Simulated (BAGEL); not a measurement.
# SiH4S3 (SMILES S[SiH](S)S) at B3LYP/cc-pVDZ (density fitting with qzvpp-jkfit)

What is the energy change on altering one bond length of SiH4S3 at B3LYP/cc-pVDZ (density fitting with qzvpp-jkfit)? 

Program for the calculation: BAGEL 1.2.2.

2 further runs of the same task are left out: 2 that didn't finish. Runs told in other sessions of the task aren't counted.

**1. The structure to begin with**

The species is SiH4S3 (8 atoms), meant as a singlet with charge 0. As SMILES, `S[SiH](S)S`. The shape is that of a PBE0-D4/def2-TZVP optimisation. This is one conformer, not always the lowest.

Bond lengths: S1–Si2 2.123 Å, Si2–S3 2.132 Å, Si2–S4 2.134 Å, S1–H5 1.344 Å, Si2–H6 1.483 Å, S3–H7 1.344 Å, S4–H8 1.345 Å. Angles: S1–Si2–S3 103.1°, S1–Si2–S4 106.5°, S3–Si2–S4 117.1°, S1–Si2–H6 115.2°, S3–Si2–H6 107.6°, S4–Si2–H6 107.7°, Si2–S1–H5 94.0°, Si2–S3–H7 93.2°, Si2–S4–H8 93.7°.

**2. A single-point energy at B3LYP/cc-pVDZ (density fitting with qzvpp-jkfit)**

input.json reads:

```json
{ "bagel": [

{
  "title": "molecule",
  "basis": "cc-pvdz.json",
  "df_basis": "qzvpp-jkfit",
  "angstrom": "true",
  "geometry": [
    { "atom": "S", "xyz": [   -0.544300,    1.776500,   -1.229100 ] },
    { "atom": "Si", "xyz": [    0.100100,    0.183500,    0.018000 ] },
    { "atom": "S", "xyz": [    2.044800,   -0.262400,   -0.732700 ] },
    { "atom": "S", "xyz": [   -1.377800,   -1.347700,   -0.143500 ] },
    { "atom": "H", "xyz": [   -1.843300,    1.616800,   -0.921300 ] },
    { "atom": "H", "xyz": [    0.241700,    0.523900,    1.454100 ] },
    { "atom": "H", "xyz": [    2.509800,   -0.628200,    0.473600 ] },
    { "atom": "H", "xyz": [   -1.038900,   -1.919600,    1.025200 ] }
  ]
},
{ "title": "ks", "xc_func": "b3lyp" },
{ "title": "print", "file": "orbitals.molden", "orbitals": "true" }

]}
```

The basis set cc-pVDZ is read from a file made from the Basis Set Exchange's data (not shown).

Command:

```sh
$ BAGEL_NUM_THREADS=1 BAGEL input.json > input.out
```

Output:

```text
* using 1 threads per process

  ===============================================================
  ===============================================================

  *** Geometry ***

  { "atom" : "S", "xyz" : [     -1.028578,      3.357098,     -2.322662 ] },
  { "atom" : "Si", "xyz" : [      0.189162,      0.346765,      0.034015 ] },
  { "atom" : "S", "xyz" : [      3.864112,     -0.495864,     -1.384602 ] },
  { "atom" : "S", "xyz" : [     -2.603665,     -2.546784,     -0.271176 ] },
  { "atom" : "H", "xyz" : [     -3.483332,      3.055309,     -1.741005 ] },
  { "atom" : "H", "xyz" : [      0.456747,      0.990028,      2.747851 ] },
  { "atom" : "H", "xyz" : [      4.742835,     -1.187126,      0.894974 ] },
  { "atom" : "H", "xyz" : [     -1.963236,     -3.627518,      1.937347 ] },

  Number of auxiliary basis functions:      584

  Since a DF basis is specified, we compute 2- and 3-index integrals:
    o Being stored without compression. Storage requirement is 0.040 GB

  Number of basis functions:       92
  Number of electrons      :       66

    * METHOD: MOLECULE                             0.31

  *** Kohn-Sham DFT ***

    * Removing 14823 points whose weight is below 1.00e-10
    * Grid points: 104425

  === Nuclear Repulsion ===
   339.3810208706

       - DIIS with orbital gradients will be used.

  === KS iteration (b3lyp / cc-pvdz.json) ===
      0      -1463.94208992          0.09756525           0.52
      1      -1471.84098952          0.09345496           0.49
      2      -1469.67821951          0.10735451           0.49
      3      -1485.62457063          0.02557232           0.50
      4      -1486.17671311          0.02070779           0.49
      5      -1486.61718917          0.00374723           0.49
      6      -1486.62617953          0.00117478           0.50
      7      -1486.62702335          0.00040240           0.48
      8      -1486.62718842          0.00017319           0.48
      9      -1486.62722764          0.00001882           0.51
     10      -1486.62722791          0.00001025           0.50
     11      -1486.62722801          0.00000207           0.50
     12      -1486.62722802          0.00000108           0.50
     13      -1486.62722802          0.00000019           0.50
     14      -1486.62722802          0.00000014           0.49
     15      -1486.62722802          0.00000003           0.49
     16      -1486.62722802          0.00000001           0.49
     17      -1486.62722802          0.00000001           0.51
    * SCF iteration converged.

    * Permanent dipole moment:
           (    0.103575,     0.214676,    -0.847212) a.u.

    * METHOD: KS                                   9.72

    * METHOD: PRINT                                0.03

  ===============================================================
```

Run time: 11 s. Hardware: 1 thread of AMD EPYC 9B14 (Zen 4), shared host; peak memory 0.51 GiB.

**3. The distorted shape at the same level**

dft.json reads:

```json
{ "bagel": [

{
  "title": "molecule",
  "basis": "cc-pvdz.json",
  "df_basis": "qzvpp-jkfit",
  "angstrom": true,
  "geometry": [
    { "atom": "S", "xyz": [      -0.615100,       1.606301,      -1.947147 ] },
    { "atom": "Si", "xyz": [       0.029300,       0.013301,      -0.700047 ] },
    { "atom": "S", "xyz": [       1.974000,      -0.432599,      -1.450747 ] },
    { "atom": "S", "xyz": [      -1.448600,      -1.517899,      -0.861547 ] },
    { "atom": "H", "xyz": [      -1.914100,       1.446601,      -1.639347 ] },
    { "atom": "H", "xyz": [       0.241700,       0.523900,       1.454100 ] },
    { "atom": "H", "xyz": [       2.439000,      -0.798399,      -0.244447 ] },
    { "atom": "H", "xyz": [      -1.109700,      -2.089799,       0.307153 ] }
  ]
},

{ "title": "ks", "xc_func": "b3lyp" },

{ "title": "print", "file": "orbitals.molden", "orbitals": true }

]}
```

The basis set cc-pVDZ is read from a file made from the Basis Set Exchange's data (not shown).

Command:

```sh
$ BAGEL_NUM_THREADS=1 BAGEL dft.json > dft.out
```

Output:

```text
* using 1 threads per process

  ===============================================================
  ===============================================================

  *** Geometry ***

  { "atom" : "S", "xyz" : [     -1.162371,      3.035469,     -3.679575 ] },
  { "atom" : "Si", "xyz" : [      0.055369,      0.025135,     -1.322897 ] },
  { "atom" : "S", "xyz" : [      3.730319,     -0.817494,     -2.741515 ] },
  { "atom" : "S", "xyz" : [     -2.737457,     -2.868413,     -1.628088 ] },
  { "atom" : "H", "xyz" : [     -3.617125,      2.733680,     -3.097917 ] },
  { "atom" : "H", "xyz" : [      0.456747,      0.990028,      2.747851 ] },
  { "atom" : "H", "xyz" : [      4.609042,     -1.508755,     -0.461938 ] },
  { "atom" : "H", "xyz" : [     -2.097029,     -3.949148,      0.580435 ] },

  Number of auxiliary basis functions:      584

  Since a DF basis is specified, we compute 2- and 3-index integrals:
    o Being stored without compression. Storage requirement is 0.040 GB

  Number of basis functions:       92
  Number of electrons      :       66

    * METHOD: MOLECULE                             0.31

  *** Kohn-Sham DFT ***

    * Removing 14316 points whose weight is below 1.00e-10
    * Grid points: 104932

  === Nuclear Repulsion ===
   336.2542487591

       - DIIS with orbital gradients will be used.

  === KS iteration (b3lyp / cc-pvdz.json) ===
      0      -1464.17521323          0.09627243           0.54
      1      -1469.81870618          0.08833097           0.49
      2      -1465.94449774          0.10355838           0.50
      3      -1484.82016813          0.03293612           0.49
      4      -1484.77809653          0.03536255           0.49
      5      -1486.51868491          0.00584307           0.49
      6      -1486.54587857          0.00340337           0.49
      7      -1486.56003714          0.00094568           0.50
      8      -1486.56120463          0.00028537           0.50
      9      -1486.56125950          0.00009888           0.50
     10      -1486.56126913          0.00003271           0.50
     11      -1486.56127042          0.00000801           0.50
     12      -1486.56127043          0.00000763           0.51
     13      -1486.56127049          0.00000140           0.50
     14      -1486.56127049          0.00000027           0.50
     15      -1486.56127049          0.00000019           0.51
     16      -1486.56127049          0.00000004           0.51
     17      -1486.56127049          0.00000001           0.50
     18      -1486.56127049          0.00000000           0.50
    * SCF iteration converged.

    * Permanent dipole moment:
           (    0.163466,     0.368779,    -0.278192) a.u.

    * METHOD: KS                                  10.32

    * METHOD: PRINT                                0.03

  ===============================================================
```

Run time: 11 s. Hardware: 1 thread of AMD EPYC 9B14 (Zen 4), shared host; peak memory 0.51 GiB.

**4. Results**

At B3LYP/cc-pVDZ (density fitting with qzvpp-jkfit):

| quantity | value |
| --- | --- |
| first shape: total energy | -1486.62723 Eh |
| first shape: dipole moment | 2.24 D |
| first shape: HOMO energy | -7.10 eV |
| first shape: LUMO energy | -0.22 eV |
| first shape: HOMO–LUMO gap | 6.89 eV |
| distorted shape: total energy | -1486.56127 Eh |
| distorted shape: dipole moment | 1.25 D |
| distorted shape: HOMO energy | -7.07 eV |
| distorted shape: LUMO energy | -2.03 eV |
| distorted shape: HOMO–LUMO gap | 5.04 eV |
| energy change with the Si2–H6 bond stretched from 1.483 to 2.224 Å | 1.795 eV |

**Reading.** With the Si2–H6 bond stretched from 1.483 to 2.224 Å the energy rises by 1.79 eV (41 kcal/mol). The first shape isn't relaxed at this level, so the change isn't measured from a minimum.
